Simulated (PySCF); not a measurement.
# ZnO: the SCF solver's settings

The same problem is solved with other solver options, one edit a run.

The runs use PySCF 2.14.0; method and basis as typed in the scripts.

5 further runs of the same task are left out: 5 that didn't finish.

## Step 1: Where the work starts

ZnO: 2 atoms, charge 0, spin multiplicity 1.

Bond lengths: Zn1–O2 1.665 Å.

## Step 2: The run that the others are compared with

Contents of input.py:

```python
from pyscf import gto, scf, mp

mol = gto.M(
    atom='Zn 0 0 0; O 0 0 1.665',
    basis='x2c-svpall',
    charge=0,
    spin=0,
    symmetry=True,
    verbose=3,
)
mf = scf.UHF(mol)
mf = mf.sfx2c1e()
mf.kernel()
mp.MP2(mf, frozen=6).kernel()
mf.dip_moment()
print('orbital energies (hartree):', [e[max(0, n-3):n+3].round(4) for e, n in zip(mf.mo_energy, mol.nelec)])
```

Run with:

```sh
python input.py
```

Its log is not repeated here.

Base result: E(SCF) = -1868.633949 Eh, E(MP2) − E(SCF) = -0.59800 Eh, μ = 6.64 D (of the SCF density).

The bond length is a typed value, not an optimised one.

## Step 3: Point-group symmetry off

Run 1 changes point-group symmetry: on → off.

Contents of input.py:

```python
from pyscf import gto, scf, mp

mol = gto.M(
    atom='Zn 0 0 0; O 0 0 1.665',
    basis='x2c-svpall',
    charge=0,
    spin=0,
    verbose=3,
)
mf = scf.UHF(mol)
mf = mf.sfx2c1e()
mf.kernel()
mp.MP2(mf, frozen=6).kernel()
mf.dip_moment()
print('orbital energies (hartree):', [e[max(0, n-3):n+3].round(4) for e, n in zip(mf.mo_energy, mol.nelec)])
```

Run with:

```sh
python input.py
```

## Step 4: Second-order solver on

Run 2 changes second-order solver: off → on.

Edit input.py of step 2 so:

```diff
@@ -12,2 +12,3 @@
 mf = mf.sfx2c1e()
+mf = mf.newton()
 mf.kernel()
```

## Step 5: Damping 0.8

Run 3 changes damping: none → 0.8.

Edit input.py of step 2 so:

```diff
@@ -12,2 +12,4 @@
 mf = mf.sfx2c1e()
+mf.damp = 0.8
+mf.diis_start_cycle = 8
 mf.kernel()
```

## Step 6: Convergence threshold 1e-07 hartree

Run 4 changes convergence threshold: default → 1e-07 hartree.

Edit input.py of step 2 so:

```diff
@@ -12,2 +12,3 @@
 mf = mf.sfx2c1e()
+mf.conv_tol = 1e-07
 mf.kernel()
```

Q: Predict the outcome of this session. Wanted: for each run, E(SCF); from base; gap; SCF dipole; after the SCF.

The runs gave:

```
                                run  E(SCF) (hartree)  from base (eV)  gap (eV)  SCF dipole (D)                            after the SCF
                               base      -1868.633949               0      9.16            6.64  MP2 correlation -16.272 eV, core frozen
           point-group symmetry off      -1868.633949          0.0000      9.16            6.64  MP2 correlation -16.272 eV, core frozen
             second-order solver on      -1868.633949          0.0000      9.16            6.64  MP2 correlation -16.272 eV, core frozen
                        damping 0.8      -1868.633949          0.0000      9.16            6.64  MP2 correlation -16.272 eV, core frozen
convergence threshold 1e-07 hartree      -1868.633949          0.0000      9.16            6.64  MP2 correlation -16.272 eV, core frozen
```

In words: The SCF energy stays the same, to the digits that matter, with point-group symmetry off or second-order solver on or damping 0.8 or convergence threshold 1e-07 hartree.
